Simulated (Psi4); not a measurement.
**GeNH2F (SMILES [NH2][Ge][F]) at 3 levels**

Aim: a comparison of 3 runs (B2PLYP/cc-pVDZ, DSD-PBEP86/cc-pVDZ, wB97M-V/cc-pVDZ) of GeNH2F. 

The calculation is run with Psi4 1.11.

3 further runs of the same task are left out: 2 that didn't finish, 1 set aside as unsound or not needed.

## Step 1: The system as given

The species is GeNH2F (5 atoms), meant as a singlet with charge 0. As SMILES, `[NH2][Ge][F]`. The N1–H4 distance was set to 1.310 Å, away from the relaxed value.

Bond lengths: N1–Ge2 1.811 Å, Ge2–F3 1.768 Å, N1–H5 1.010 Å. Angles: N1–Ge2–F3 94.5°, Ge2–N1–H5 122.7°. A long bond or contact: N1–H4 1.310 Å.

## Step 2: The energy at B2PLYP/cc-pVDZ (density fitting for correlation) (run 1)

fgeh2n.xyz reads:

```xyz
5
FGeH2N
N     -0.237017     0.166128    -0.226927
Ge     0.674783    -0.486672     1.194973
F      1.838983    -1.385372     0.213273
H     -1.280100     0.952600    -0.130600
H      0.016183    -0.046172    -1.180927
```

fgeh2n_ase.py reads:

```python
import numpy as np
from ase.calculators.psi4 import Psi4
from ase.io import read

mol = read('fgeh2n.xyz')
calc = Psi4(atoms=mol, method='b2plyp', basis='cc-pVDZ', memory='1600MB', num_threads=1, charge=0, multiplicity=1, label='fgeh2n')
calc.psi4.set_options({'puream': True, 'e_convergence': 1e-09, 'd_convergence': 1e-08, 'scf_type': 'pk', 'dft_radial_points': 99, 'dft_spherical_points': 590, 'num_frozen_docc': 11})
mol.calc = calc

print(f'energy: {mol.get_potential_energy():.6f} eV')
```

Started as:

```
$ python fgeh2n_ase.py
```

fgeh2n.dat:

```text
[...]
  Running in c1 symmetry.
[...]
  Nuclear repulsion =  186.988865606526815
[...]
  Multiplicity = 1
[...]
  Nalpha       = 25
  Nbeta        = 25
[...]
    Number of basis functions: 65
[...]
   @RKS iter   1: -2231.61129295892852   -4.03914e+00   1.53712e-02 DIIS/ADIIS
[...]
   @RKS iter  12: -2232.09427156438778    1.36424e-12   2.37302e-09 DIIS
[...]
  @RKS Final Energy: -2232.09427156438778
   => Energetics <=
    Nuclear Repulsion Energy =            186.9888656065268151
    One-Electron Energy =               -3482.8994305686564985
    Two-Electron Energy =                1110.0592930803009040
    DFT Exchange-Correlation Energy =     -46.2429996825592156
    Empirical Dispersion Energy =           0.0000000000000000
    VV10 Nonlocal Energy =                  0.0000000000000000
    Total Energy =                      -2232.0942715643877818
[...]
 Multipole Moments:
 ------------------------------------------------------------------------------------
     Multipole            Electronic (a.u.)      Nuclear  (a.u.)        Total (a.u.)
 ------------------------------------------------------------------------------------
 L = 1.  Multiply by 2.5417464519 to convert [e a0] to [Debye]
 Dipole X            :          2.1449511           -3.0250050           -0.8800539
 Dipole Y            :         -1.4783317            2.1400138            0.6616822
 Dipole Z            :          5.7999340           -5.8185078           -0.0185738
 Magnitude           :                                                    1.1012099
[...]
```

Standard output:

```text
energy: -60742.617904 eV
```

Wall time 14 s (1 thread of Intel Xeon 6975P-C (Granite Rapids), shared host); peak memory 0.96 GiB.

## Step 3: A single-point energy at DSD-PBEP86/cc-pVDZ (density fitting for correlation) (run 2)

calc.py reads:

```python
import psi4

psi4.set_memory('1600 MB')
psi4.set_num_threads(1)
psi4.set_output_file('psi4.out', False)

m = psi4.geometry("""
N     -0.44789722     0.31393642    -0.42882988
Ge     1.27515506    -0.91967679     2.25817170
F      3.47517422    -2.61797366     0.40302756
H     -2.41903841     1.80015311    -0.24679823
H      0.03058144    -0.08725243    -2.23162860
units au
symmetry c1
no_reorient
no_com
""")

psi4.set_options({
    'basis': 'cc-pVDZ',
    'puream': True,
    'e_convergence': 1e-09,
    'd_convergence': 1e-08,
    'scf_type': 'pk',
    'dft_radial_points': 99,
    'dft_spherical_points': 590,
    'num_frozen_docc': 11,
})

e = psi4.energy('dsd-pbep86')
print('E =', round(e, 9))
```

Started as:

```
$ python calc.py
```

psi4.out:

```text
[...]
  Running in c1 symmetry.
[...]
  Nuclear repulsion =  186.988865503452928
[...]
  Multiplicity = 1
[...]
  Nalpha       = 25
  Nbeta        = 25
[...]
    Number of basis functions: 65
[...]
   @RKS iter   1: -2230.90655148119322   -4.30643e+00   1.52061e-02 DIIS/ADIIS
[...]
   @RKS iter  12: -2231.38769609934934    1.81899e-12   3.35787e-09 DIIS
[...]
  @RKS Final Energy: -2231.38769609934934
   => Energetics <=
    Nuclear Repulsion Energy =            186.9888655034529279
    One-Electron Energy =               -3482.9380566022691710
    Two-Electron Energy =                1092.0960778248504539
    DFT Exchange-Correlation Energy =     -27.5345828253841347
    Empirical Dispersion Energy =           0.0000000000000000
    VV10 Nonlocal Energy =                  0.0000000000000000
    Total Energy =                      -2231.3876960993497960
[...]
 Multipole Moments:
 ------------------------------------------------------------------------------------
     Multipole            Electronic (a.u.)      Nuclear  (a.u.)        Total (a.u.)
 ------------------------------------------------------------------------------------
 L = 1.  Multiply by 2.5417464519 to convert [e a0] to [Debye]
 Dipole X            :        -67.4624950           66.5577924           -0.9047026
 Dipole Y            :         49.7615210          -49.0809646            0.6805564
 Dipole Z            :        -70.4128982           70.4085065           -0.0043917
 Magnitude           :                                                    1.1321056
[...]
```

Standard output:

```text
E = -2231.634582386
```

Wall time 12 s (1 thread of Intel Xeon 6975P-C (Granite Rapids), shared host); peak memory 0.92 GiB.

## Step 4: The energy at wB97M-V/cc-pVDZ (run 3)

run.py reads:

```python
import psi4

psi4.set_memory(1600000000)
psi4.set_num_threads(1)
psi4.set_output_file('fgeh2n.out', False)

m = psi4.geometry("""
N
Ge 1 1.810891
F 2 1.768264 1 94.51926
H 1 1.3099 2 124.03119 3 179.97989
H 1 1.009603 4 113.29396 2 -179.99791
symmetry c1
""")

psi4.set_options({
    'basis': 'cc-pVDZ',
    'reference': 'rks',
    'puream': True,
    'e_convergence': 1e-09,
    'd_convergence': 1e-08,
    'scf_type': 'pk',
    'dft_radial_points': 99,
    'dft_spherical_points': 590,
})

e, wfn = psi4.energy('wb97m-v', molecule=m, return_wfn=True)
print(f'total energy {e:.8f} hartree = {e * 27.211386:.5f} eV')
```

Started as:

```
$ python run.py
```

fgeh2n.out:

```text
[...]
  Running in c1 symmetry.
[...]
  Nuclear repulsion =  186.988881419192296
[...]
  Multiplicity = 1
[...]
  Nalpha       = 25
  Nbeta        = 25
[...]
    Number of basis functions: 65
[...]
   @RKS iter   1: -2232.10725616628133   -3.91179e+00   1.55548e-02 DIIS/ADIIS
[...]
   @RKS iter  12: -2232.62704307585773   -5.91172e-12   5.56404e-09 DIIS
[...]
  @RKS Final Energy: -2232.62704307585773
   => Energetics <=
    Nuclear Repulsion Energy =            186.9888814191922961
    One-Electron Energy =               -3482.5253166279258039
    Two-Electron Energy =                1138.7589385083044817
    DFT Exchange-Correlation Energy =     -76.0573958923861966
    Empirical Dispersion Energy =           0.0000000000000000
    VV10 Nonlocal Energy =                  0.2078495169571141
    Total Energy =                      -2232.6270430758577277
[...]
 Multipole Moments:
 ------------------------------------------------------------------------------------
     Multipole            Electronic (a.u.)      Nuclear  (a.u.)        Total (a.u.)
 ------------------------------------------------------------------------------------
 L = 1.  Multiply by 2.5417464519 to convert [e a0] to [Debye]
 Dipole X            :          0.0000916           -0.0000497            0.0000420
 Dipole Y            :          1.4808002           -0.6939853            0.7868149
 Dipole Z            :          6.1508826           -6.8632155           -0.7123329
 Magnitude           :                                                    1.0613651
[...]
```

Standard output:

```text
total energy -2232.62704308 hartree = -60752.87626 eV
```

It took 63 s on 1 thread of Intel Xeon 6975P-C (Granite Rapids), shared host; peak memory 1 GiB.

## Step 5: Overview of the runs

```tsv
run	level	fitting correlation	frozen core orbitals	energy (Eh)	HOMO energy (eV)	LUMO energy (eV)	HOMO–LUMO gap (eV)	wall time
1	B2PLYP/cc-pVDZ (density fitting for correlation)	density fitting	11	-2232.250053	-8.56	-0.12	8.44	14 s
2	DSD-PBEP86/cc-pVDZ (density fitting for correlation)	density fitting	11	-2231.634582	-9.35	0.54	9.88	12 s
3	wB97M-V/cc-pVDZ	–	0	-2232.627043	-9.72	0.80	10.52	63 s
```

## Step 6: Outcome

| quantity | value |
| --- | --- |
| run 3: total energy | -2232.62704 Eh |
| run 3: dipole moment | 2.70 D |
| run 3: HOMO energy | -9.72 eV |
| run 3: LUMO energy | 0.80 eV |
| run 3: HOMO–LUMO gap | 10.52 eV |

**Reading.** The HOMO–LUMO gap runs from 8.44 eV (B2PLYP/cc-pVDZ) to 10.52 eV (wB97M-V/cc-pVDZ). A double hybrid's value is that of its SCF part. Totals of different functionals can't be ranked against each other. All runs together took 89 s, the longest 63 s.
